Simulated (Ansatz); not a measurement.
# Au: the cost of one run

Method: DFT PBE+D3(BJ), scalar-relativistic, plane waves, PAW, in Ansatz 0.2.0.

The COD cell was measured well above room temperature, so it is larger than a cold one.

1 further run of the same task is left out (set aside as unsound or not needed).

## Step 1: The starting structure

It takes space group Fm-3m (No. 225, cubic). The conventional cell has a = 4.103 Å, b = 4.103 Å, c = 4.103 Å, α = 90.00°, β = 90.00°, γ = 90.00°. Au (site symmetry m-3m) is surrounded by 12 Au at 2.90 Å.

As a file:

```xyz
1
Lattice="0.0000 2.0516 2.0516 2.0516 0.0000 2.0516 2.0516 2.0516 0.0000" Properties=species:S:1:pos:R:3 pbc="T T T"
Au    0.0000    0.0000    0.0000
```

It is the result of an earlier relaxation at this level (volume 17.27 Å³/atom; gap on the mesh: none (metal)).

## Step 2: The slab

Miller indices refer to the conventional cell of the relaxed bulk, Fm-3m (No. 225): a = 4.103 Å, b = 4.103 Å, c = 4.103 Å, α = 90.00°, β = 90.00°, γ = 90.00°.

A (100) slab, 6.2 Å thick as cut, with 16 Å of vacuum, in a 2×2 surface cell; its outer planes are Au (top) and Au (bottom).

The slab as cut. Its planes from the bottom up:

| plane | atoms per cell | height over the lowest (Å) |
| --- | --- | --- |
| 1 | Au4 | 0.00 |
| 2 | Au4 | 2.05 |
| 3 | Au4 | 4.10 |
| 4 | Au4 | 6.15 |

## Step 3: Relaxing the clean slab

The input, input.yaml:

```yaml
crystal:
  lattice:
    - [5.8027911561, 0.0, 0.0]
    - [0.0, 5.8027911561, 0.0]
    - [0.0, 0.0, 22.1547894644]
  atoms:
    - { symbol: Au, position: [0.25, 0.25, 0.3610957357] }
    - { symbol: Au, position: [0.25, 0.75, 0.3610957357] }
    - { symbol: Au, position: [0.75, 0.25, 0.3610957357] }
    - { symbol: Au, position: [0.75, 0.75, 0.3610957357] }
    - { symbol: Au, position: [0.5, 0.5, 0.4536985786] }
    - { symbol: Au, position: [0.5, 0.0, 0.4536985786] }
    - { symbol: Au, position: [0.0, 0.5, 0.4536985786] }
    - { symbol: Au, position: [0.0, 0.0, 0.4536985786] }
    - { symbol: Au, position: [0.75, 0.75, 0.5463014214] }
    - { symbol: Au, position: [0.75, 0.25, 0.5463014214] }
    - { symbol: Au, position: [0.25, 0.75, 0.5463014214] }
    - { symbol: Au, position: [0.25, 0.25, 0.5463014214] }
    - { symbol: Au, position: [0.0, 0.0, 0.6389042643] }
    - { symbol: Au, position: [0.0, 0.5, 0.6389042643] }
    - { symbol: Au, position: [0.5, 0.0, 0.6389042643] }
    - { symbol: Au, position: [0.5, 0.5, 0.6389042643] }
basis:
  ecutwfc: 420
kpoints:
  mp_grid: { grid: [3, 3, 1] }
hamiltonian:
  xc: pbe
  dispersion: d3bj
scf:
  occupations: { method: gaussian, width: 0.1 }
output:
  forces: true
  eigenvalues: true
  write_density: true
  write_potential: true
  elf: true
  volumetric_format: npy
relax:
  adjacent_minimum: "off"
  f_tol: 0.03
  max_steps: 70
  constraints: [{ sites: [0, 1, 2, 3, 4, 5, 6, 7] }]
efield:
  axis: 3
  dipole_correction: true
  ramp_width: 0.04
```

Launch:

```
> ansatz run input.yaml --threads 4 --pin off --max-ram 12288MiB --backend cpu --events-out ev --progress --plain --runs-dir out
```

Q: Estimate wall time and peak memory on 4 threads of Intel Xeon Platinum 8488C (Sapphire Rapids), shared host.

About 34 s, with a peak of 1.9 GiB.
